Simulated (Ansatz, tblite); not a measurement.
# The cluster Cs2F3: one state, many levels

One table from this session's results is given with a row withheld; the runs are named, their logs left out.

The runs use Ansatz 0.2.0, Gaussian basis; as each input shows.

The runs, in order: GFN1-xTB, GFN2-xTB, PBE-D4/def2-TZVP, r2SCAN-D4/def2-TZVP, BHLYP-D4/def2-TZVP, LC-ωPBE/def2-TZVP, ωB97X-V/def2-TZVP, r2SCAN0-D4/def2-TZVP, HSE06-D4/def2-TZVP, PBE+5HF/def2-TZVP, PBE+10HF/def2-TZVP, PBE+15HF/def2-TZVP, PBE+35HF/def2-TZVP, PBE+50HF/def2-TZVP, PBE-D4/def2-SVP, PBE0-D4/def2-SVP, PBE0-D4/def2-TZVPD, PBE-D4/def2-TZVPD, r2SCAN-D4/def2-TZVPD, CCSD(T)/def2-SVP, MP2/def2-TZVP, RPA/def2-TZVP.

1 further run of the same task is left out (set aside as unsound or not needed). Runs told in other sessions of the task aren't counted.

**The structure**

The geometry is that of the doublet, from an earlier relaxation (r2SCAN-D4/def2-SVP). At that level it is the lowest of the isomers that a small search found.

5 atoms, charge 0, spin multiplicity 2.

Bond lengths: Cs1–F3 2.822 Å, Cs1–F4 2.822 Å, Cs1–F5 2.610 Å, Cs2–F3 2.823 Å, Cs2–F4 2.823 Å, Cs2–F5 2.610 Å. Angles: F3–Cs1–F4 41.1°, F3–Cs1–F5 78.1°, F4–Cs1–F5 78.1°, F3–Cs2–F4 41.1°, F3–Cs2–F5 78.0°, F4–Cs2–F5 78.0°, Cs1–F3–Cs2 93.3°, Cs1–F4–Cs2 93.3°, Cs1–F5–Cs2 103.7°.

Cs takes a core potential in the def2 sets. No spin-orbit coupling is included.

PBE0-D4/def2-TZVP was run before; its log isn't repeated, and its numbers join the tables.

Set-up of the first run:

Tight binding, by tblite at 300 K electronic temperature and without a spin-polarisation term:

```python
tblite.interface.Calculator('GFN1-xTB', numbers, positions, charge=0, uhf=1).singlepoint()
```

Tight binding, by tblite at 300 K electronic temperature and without a spin-polarisation term:

```python
tblite.interface.Calculator('GFN2-xTB', numbers, positions, charge=0, uhf=1).singlepoint()
```

start.molden holds the orbitals of an earlier run on this state, given as this run's starting guess.

Contents of in.yaml:

```yaml
crystal:
  periodic: [false, false, false]
  atoms:
    - {symbol: Cs, position_ang: [-1.739119, 0.360491, 1.083514]}
    - {symbol: Cs, position_ang: [1.596364, -1.001815, -0.882053]}
    - {symbol: F, position_ang: [-0.263577, 1.096233, -1.206982]}
    - {symbol: F, position_ang: [0.813858, 1.370626, 0.431855]}
    - {symbol: F, position_ang: [-0.407536, -1.825546, 0.573656]}
basis:
  gaussian: {orbitals: def2-TZVP, initial_orbitals: start.molden}
magnetization: {spin_polarized: true, initial_magnetization: 1}
hamiltonian: {xc: pbe, dispersion: d4}
scf: {omitted_lower_state_checks: [starts]}
output: {orbitals: {seedname: orbitals}}
```

On the command line:

```bash
ansatz run in.yaml --threads 4 --pin off --events-out ev --progress --plain --max-ram 3916MiB
```

Steps of the session up to this table: PBE-D4/def2-TZVP; r2SCAN-D4/def2-TZVP; BHLYP-D4/def2-TZVP; LC-ωPBE/def2-TZVP; ωB97X-V/def2-TZVP; r2SCAN0-D4/def2-TZVP; HSE06-D4/def2-TZVP; PBE+5HF/def2-TZVP; PBE+10HF/def2-TZVP; PBE+15HF/def2-TZVP; PBE+35HF/def2-TZVP; PBE+50HF/def2-TZVP; PBE-D4/def2-SVP; PBE0-D4/def2-SVP; PBE0-D4/def2-TZVPD; PBE-D4/def2-TZVPD; r2SCAN-D4/def2-TZVPD; CCSD(T)/def2-SVP; MP2/def2-TZVP; RPA/def2-TZVP.

One table of the session follows, with a row left open; its other results are not shown here.

```
               level  HOMO (eV)  LUMO (eV)  gap (eV)
     PBE-D4/def2-SVP      -4.88      -4.31      0.57
    PBE-D4/def2-TZVP      -5.35      -4.75      0.59
   PBE-D4/def2-TZVPD      -5.44      -4.85      0.59
 r2SCAN-D4/def2-TZVP      -5.61      -4.34      1.27
r2SCAN-D4/def2-TZVPD      -5.70      -4.41      1.29
    PBE0-D4/def2-SVP      -6.57      -2.79      3.78
   PBE0-D4/def2-TZVP      -7.09      -3.21      3.88
  PBE0-D4/def2-TZVPD      -7.18      -3.29      3.89
r2SCAN0-D4/def2-TZVP      -7.34      -2.92      4.42
  HSE06-D4/def2-TZVP      -6.68      -3.60      3.08
  BHLYP-D4/def2-TZVP      -8.85      -1.69      7.16
   LC-ωPBE/def2-TZVP      -9.84      -1.03      8.81
   ωB97X-V/def2-TZVP      -9.53      -1.01      8.52
   PBE+5HF/def2-TZVP      -5.68      -4.44      1.24
  PBE+10HF/def2-TZVP          ?          ?         ?
  PBE+15HF/def2-TZVP      -6.37      -3.82      2.55
  PBE+35HF/def2-TZVP      -7.82      -2.60      5.21
  PBE+50HF/def2-TZVP      -8.92      -1.70      7.22
```

Estimate the missing values for PBE+10HF/def2-TZVP.

As computed: HOMO (eV): -6.03; LUMO (eV): -4.13; gap (eV): 1.89. In the column «HOMO (eV)» it lies between PBE+15HF/def2-TZVP (-6.37) and r2SCAN-D4/def2-TZVPD (-5.70).
